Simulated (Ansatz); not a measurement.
# Al2O3: the cost of one run

Computed with Ansatz 0.2.0 (DFT PBE, scalar-relativistic, plane waves, PAW, unless a step's input says otherwise).

19 further runs of the same task are left out: 19 set aside as unsound or not needed. Runs told in other sessions of the task aren't counted.

## (1) The system as given

The structure is trigonal, space group R-3c (No. 167). The conventional cell has a = 4.808 Å, b = 4.808 Å, c = 13.121 Å, α = 90.00°, β = 90.00°, γ = 120.00°. Al (site symmetry 3) has 6 O at 1.87 to 1.99 Å in its first shell of neighbours. Around O (site symmetry 2) lie 4 Al at 1.87 to 1.99 Å.

Structure file:

```
CELL_PARAMETERS angstrom
2.40409 1.38800 4.37376
-2.40409 1.38800 4.37376
0.00000 -2.77600 4.37376
ATOMIC_POSITIONS crystal
Al 0.85213 0.85213 0.85213
Al 0.64787 0.64787 0.64787
Al 0.14787 0.14787 0.14787
Al 0.35213 0.35213 0.35213
O 0.05616 0.44384 0.75000
O 0.75000 0.05616 0.44384
O 0.44384 0.75000 0.05616
O 0.94384 0.55616 0.25000
O 0.25000 0.94384 0.55616
O 0.55616 0.25000 0.94384
```

It is the result of an earlier relaxation at this level (volume 8.76 Å³/atom; gap on the mesh: 5.86 eV).

## (2) The scan

The energy is mapped over volume and the cell's shape.

- volume per atom: 7 values from 7.36 to 10.16 Å³
- c/a of the conventional cell: 7 values from 2.519 to 2.957

Nothing else is relaxed (fractional coordinates fixed). Energies count from the relaxed crystal. Points are written as (first, second).

## (3) Grid point (7.82 Å³, 2.729)

input.yaml reads:

```yaml
crystal:
  lattice:
    - [2.3154001364, 1.336796892, 4.2124096416]
    - [-2.3154001364, 1.336796892, 4.2124096416]
    - [0.0, -2.6735937841, 4.2124096416]
  atoms:
    - { symbol: Al, position: [0.8521293568, 0.8521293568, 0.8521293568] }
    - { symbol: Al, position: [0.6478706432, 0.6478706432, 0.6478706432] }
    - { symbol: Al, position: [0.1478706432, 0.1478706432, 0.1478706432] }
    - { symbol: Al, position: [0.3521293568, 0.3521293568, 0.3521293568] }
    - { symbol: O, position: [0.056157404, 0.443842596, 0.75] }
    - { symbol: O, position: [0.75, 0.056157404, 0.443842596] }
    - { symbol: O, position: [0.443842596, 0.75, 0.056157404] }
    - { symbol: O, position: [0.943842596, 0.556157404, 0.25] }
    - { symbol: O, position: [0.25, 0.943842596, 0.556157404] }
    - { symbol: O, position: [0.556157404, 0.25, 0.943842596] }
basis:
  ecutwfc: 520.0
kpoints:
  mp_grid: { grid: [6, 6, 6] }
hamiltonian:
  xc: pbe
  pseudopotentials: { kind: paw, azcp: { folder: soft_1 } }
scf:
  occupations: { method: gaussian, width: 0.05 }
output:
  forces: true
  stress: true
  eigenvalues: true
  write_density: true
  write_potential: true
  elf: true
  volumetric_format: npy
```

The run is started by

```console
$ ansatz run input.yaml --threads 2 --pin off --max-ram 4096MiB --backend cpu --events-out ev --progress --plain --runs-dir out
```

Q: Estimate wall time and peak memory on 2 threads of Arm Neoverse N1, shared host.

About 9.6 s, with a peak of 0.41 GiB.
